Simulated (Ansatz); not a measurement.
# InBrF₂: how energies converge with the basis set

An exercise on one series of results from a longer session: the logs are not shown, and one member is left open.

Computed with Ansatz 0.2.0, Gaussian basis. Level: one geometry, several basis sets.

Levels to be run: PBE0-D4/def2-SVP; ωB97M-V/def2-SVP; PBE0-D4/def2-QZVPP; ωB97M-V/def2-QZVPP; the functionals' def2-TZVPP values are taken from earlier runs.

## The relaxed structure

An earlier PBE0-D4 in a triple-zeta def2 set relaxation fixed the geometry. In takes the def2 core potential; no spin-orbit term is included.

SMILES `[F][In]([F])[Br]`, 4 atoms, charge 0, spin multiplicity 1.

Atoms are counted from 1 here; the program's logs count them from 0.

Bond lengths: F1–In2 1.925 Å, In2–F3 1.925 Å, In2–Br4 2.413 Å. Angles: F1–In2–F3 113.7°, F1–In2–Br4 123.2°, F3–In2–Br4 123.2°.

Set-up of the first run:

Contents of in.yaml:

```yaml
crystal:
  periodic: [false, false, false]
  atoms:
    - {symbol: F, position_ang: [0.769013, 0.686518, 1.670888]}
    - {symbol: In, position_ang: [0.065515, -0.051358, 0.038562]}
    - {symbol: F, position_ang: [0.776019, -1.786837, -0.394037]}
    - {symbol: Br, position_ang: [-1.555047, 1.091476, -1.335713]}
basis:
  gaussian: {orbitals: def2-SVP}
hamiltonian: {xc: pbe0, dispersion: d4}
output: {orbitals: {seedname: orbitals}}
```

Among the steps run: PBE0-D4 in def2-SVP; ωB97M-V in def2-SVP; PBE0-D4 in def2-QZVPP; ωB97M-V in def2-QZVPP.

One table of the session follows, with a row left open; its other results are not shown here.

It belongs to the step «Density functionals: the series». 

```
functional       basis  HOMO (eV)  LUMO (eV)
   PBE0-D4    def2-SVP      -9.22      -3.04
   PBE0-D4  def2-TZVPP      -9.33      -3.18
   PBE0-D4  def2-QZVPP          ?          ?
   ωB97M-V    def2-SVP     -11.42      -0.98
   ωB97M-V  def2-TZVPP     -11.56      -1.20
   ωB97M-V  def2-QZVPP     -11.58      -1.29
```

Estimate the missing values for PBE0-D4, def2-QZVPP.

As computed: HOMO (eV): -9.34; LUMO (eV): -3.20. In the column «HOMO (eV)» it lies between ωB97M-V, def2-SVP (-11.42) and PBE0-D4, def2-TZVPP (-9.33).
